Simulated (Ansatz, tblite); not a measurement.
# SbH2(SiMe3) (C3H11SbSi): a ladder of methods and basis sets, part 2 of 2

How do method and basis change the picture of SbH2(SiMe3) (C3H11SbSi) (singlet)?

Ansatz 0.2.0, Gaussian basis; as each input shows. Earlier steps stand in the parts before.

**15. MP2/def2-TZVP**

File in.yaml:

```yaml
crystal:
  periodic: [false, false, false]
  atoms:
    - {symbol: Sb, position_ang: [1.108846, 1.919372, 1.471621]}
    - {symbol: H, position_ang: [2.509102, 1.848859, 0.465901]}
    - {symbol: H, position_ang: [0.381790, 3.098497, 0.442857]}
    - {symbol: Si, position_ang: [-0.015412, -0.022604, 0.129342]}
    - {symbol: C, position_ang: [0.912028, -1.620227, 0.533974]}
    - {symbol: C, position_ang: [-1.809563, -0.159589, 0.711459]}
    - {symbol: C, position_ang: [0.033678, 0.296896, -1.731819]}
    - {symbol: H, position_ang: [0.438317, -2.479093, 0.028055]}
    - {symbol: H, position_ang: [0.910172, -1.823062, 1.617098]}
    - {symbol: H, position_ang: [1.961049, -1.568491, 0.200313]}
    - {symbol: H, position_ang: [-1.865291, -0.339548, 1.797216]}
    - {symbol: H, position_ang: [-2.373123, 0.761565, 0.491366]}
    - {symbol: H, position_ang: [-2.318558, -0.996343, 0.202785]}
    - {symbol: H, position_ang: [-0.499856, 1.225772, -1.988936]}
    - {symbol: H, position_ang: [1.070344, 0.392654, -2.091970]}
    - {symbol: H, position_ang: [-0.443543, -0.534657, -2.279273]}
basis:
  gaussian: {orbitals: def2-TZVP, initial_orbitals: start.molden}
correlation: {method: mp2}
scf: {omitted_lower_state_checks: [starts]}
output: {orbitals: {seedname: orbitals}}
```

The run is started by

```sh
$ ansatz run in.yaml --threads 4 --pin off --events-out ev --progress --plain --max-ram 4787MiB
```

What it wrote:

```text
Functional definition: HF
  name "HF"
  cite "Fock, Z. Phys. 61, 126 (1930) doi:10.1007/BF01340294"
  parent pbe
  exchange = exact_x
  correlation = 0
these checks for a lower state are left out or cut short: starts
1822 factors; integrals over basis functions are off by at most 1.2e-3 eV
mean field evaluation 1: about -17639.5472 eV, gradient 2.7e1 eV
mean field evaluation 2: about -17640.4029 eV, gradient 9.2e-1 eV
mean field evaluation 4: about -17640.6394 eV, gradient 8.0e-3 eV
mean field evaluation 8: about -17640.6394 eV, gradient 9.0e-7 eV
mean field -17640.63936491 eV, -648.2815394055 hartree, gradient 2.0e-6 eV, S^2 0.000000; 0 other end points of the search recorded, 0 dependent functions left out
12 core orbitals not correlated: weight in the atoms' cores, before any rotation towards them, 1.000 or more for the frozen orbitals, at most 0.000 for the correlated occupied ones
reference -17640.63936491 eV, -648.2815394055 hartree; 21, 21 occupied and 213, 213 virtual orbitals, 1822 factors
second order -26.94332021 eV of doubles, -0.00000000 eV of singles
Total energy: -17667.58268512 eV, -649.2716881605 hartree
Checks for a lower state left out: starts
```

Wall time 9.6 s (4 threads of Intel Xeon at 2.50GHz, shared host); peak memory 0.71 GiB.

From the report: Hartree-Fock HOMO -8.74 eV, LUMO 2.65 eV.

**16. RPA/def2-TZVP**

Changes to in.yaml since step 15:

```diff
@@ -21,4 +21,4 @@
   gaussian: {orbitals: def2-TZVP, initial_orbitals: start.molden}
-correlation: {method: mp2}
+hamiltonian: {xc: pbe}
+correlation: {method: rpa}
 scf: {omitted_lower_state_checks: [starts]}
-output: {orbitals: {seedname: orbitals}}
```

Same command.

What it wrote:

```text
Functional definition: PBE
  name "PBE"
  cite "Perdew, Burke & Ernzerhof, Phys. Rev. Lett. 77, 3865 (1996) doi:10.1103/PhysRevLett.77.3865"
  parent pbe
  parameter kappa = 0.804
  parameter beta = 0.06672455060314922
  exchange = pbe_x(kappa = kappa, mu = beta*pi^2/3)
  correlation = pbe_c(beta = beta)
these checks for a lower state are left out or cut short: starts
1822 factors; integrals over basis functions are off by at most 1.2e-3 eV
mean field evaluation 1: about -17699.1032 eV, gradient 1.0e1 eV
mean field evaluation 2: about -17699.2219 eV, gradient 1.3e-1 eV
mean field evaluation 4: about -17699.2132 eV, gradient 2.5e-4 eV
mean field evaluation 8: about -17699.2132 eV, gradient 2.4e-6 eV
mean field -17699.21319400 eV, -650.4340879220 hartree, gradient 2.4e-6 eV, S^2 0.000000; 0 other end points of the search recorded, 0 dependent functions left out
12 core orbitals not correlated: weight in the atoms' cores, before any rotation towards them, 1.000 or more for the frozen orbitals, at most 0.000 for the correlated occupied ones
reference -17639.00395804 eV, -648.2214393116 hartree; 21, 21 occupied and 213, 213 virtual orbitals, 1822 factors
Total energy: -17682.80189230 eV, -649.8309837083 hartree
Checks for a lower state left out: starts
```

Run time: 17 s. Hardware: 4 threads of Intel Xeon at 2.50GHz, shared host; peak memory 0.74 GiB.

**17. Comparison**

| level | functions | HOMO (eV) | LUMO (eV) | gap (eV) | time |
| --- | --- | --- | --- | --- | --- |
| HF/def2-TZVP | 246 | -8.74 | 2.65 | 11.39 | 10 s |
| PBE-D4/def2-SVP | 141 | -5.59 | -0.62 | 4.97 | 3.2 s |
| PBE-D4/def2-TZVP | 246 | -5.68 | -0.82 | 4.86 | 6 s |
| r2SCAN-D4/def2-TZVP | 246 | -5.90 | -0.61 | 5.29 | 14 s |
| PBE0-D4/def2-SVP | 141 | -6.59 | 0.13 | 6.72 | 4.5 s |
| PBE0-D4/def2-TZVP | 246 | -6.64 | -0.06 | 6.58 | 8.5 s |
| BHLYP-D4/def2-TZVP | 246 | -7.48 | 0.70 | 8.18 | 9.5 s |
| CAM-B3LYP-D4/def2-TZVP | 246 | -7.81 | 0.86 | 8.68 | 12 s |
| PBE+10HF/def2-SVP | 141 | -5.99 | -0.32 | 5.67 | 4.3 s |
| PBE+15HF/def2-SVP | 141 | -6.19 | -0.17 | 6.02 | 4.6 s |
| PBE+40HF/def2-SVP | 141 | -7.19 | 0.58 | 7.77 | 4.2 s |

Energy pieces by basis (eV):

| basis | HF | MP2 correlation | CCSD correlation | (T) | total |
| --- | --- | --- | --- | --- | --- |
| def2-SVP | -17634.1194 | -18.0635 | -20.1993 | -0.6106 | -17654.9293 |
| def2-TZVP | -17640.6394 | -26.9433 |  |  | -17667.5827 (MP2) |

The correlation energy is far from converged in these sets, so it jumps between bases; where outer-core shells are correlated, the sets cover them unevenly.

**18. Binding energy**

Free atoms were run apart at each level; binding is atoms less cluster, divided by the number of atoms, without zero-point or spin-orbit terms.

Differences are taken before rounding.

| method | binding an atom (eV) | from CCSD(T)/def2-SVP (eV) | time |
| --- | --- | --- | --- |
| HF/def2-SVP | 2.700 | -0.702 |  |
| HF/def2-TZVP | 2.684 | -0.718 | 10 s |
| PBE-D4/def2-SVP | 3.637 | +0.235 | 3.2 s |
| PBE-D4/def2-TZVP | 3.632 | +0.229 | 6 s |
| r2SCAN-D4/def2-TZVP | 3.599 | +0.197 | 14 s |
| PBE0-D4/def2-SVP | 3.608 | +0.206 | 4.5 s |
| PBE0-D4/def2-TZVP | 3.599 | +0.197 | 8.5 s |
| BHLYP-D4/def2-TZVP | 3.540 | +0.138 | 9.5 s |
| CAM-B3LYP-D4/def2-TZVP | 3.612 | +0.210 | 12 s |
| MP2/def2-SVP | 3.389 | -0.014 |  |
| MP2/def2-TZVP | 3.452 | +0.050 | 9.6 s |
| CCSD/def2-SVP | 3.373 | -0.029 |  |
| CCSD(T)/def2-SVP | 3.402 | 0 | 42 s |

Among the levels timed on like hardware and quicker than the yardstick, those that no quicker one beats, quickest first: PBE-D4/def2-SVP (3.2 s, +0.235 eV); PBE0-D4/def2-SVP (4.5 s, +0.206 eV); PBE0-D4/def2-TZVP (8.5 s, +0.197 eV); BHLYP-D4/def2-TZVP (9.5 s, +0.138 eV); MP2/def2-TZVP (9.6 s, +0.050 eV).

**19. Summary of results**

This closing draws on all 2 parts.

| quantity | value |
| --- | --- |
| gap in def2-TZVP, named functionals and Hartree-Fock, smallest and largest | 4.86 eV (PBE-D4), 11.39 eV (HF) |
| gap over the share of exact exchange | 4.97 eV at 0, 7.77 eV at 0.4 |
| correlation energy, CCSD(T)/def2-SVP | -20.81 eV |
| correlation energy, MP2/def2-TZVP | -26.94 eV |
| binding an atom, CCSD(T)/def2-SVP | 3.402 eV |
| PBE0 total energy, smallest basis above largest | 6.52 eV (def2-SVP, def2-TZVP) |

In words: Over the named functionals and Hartree-Fock in def2-TZVP the gap runs from 4.86 eV (PBE-D4) to 11.39 eV (HF); exact exchange widens it. Raising the share of exact exchange from 0 to 0.4 moves the HOMO by -1.60 eV and the LUMO by +1.20 eV. The functionals in def2-TZVP miss CCSD(T)/def2-SVP by +0.138 (BHLYP-D4) to +0.229 eV (PBE-D4) an atom. The yardstick is in a double-zeta basis, so levels in larger sets aren't compared like for like. CCSD(T)/def2-SVP isn't at the basis-set limit; small misses against it rank nothing.

MP2/def2-TZVP reaches 0.050 eV from the reference in 9.6 s, where CCSD(T)/def2-SVP took 42 s; the quickest level in the cost chart, PBE-D4/def2-SVP, takes 3.2 s and misses by 0.235 eV. The slowest run with a step of its own, CCSD(T)/def2-SVP, took 42 s; the quickest functional in def2-TZVP took 6 s (shared host).
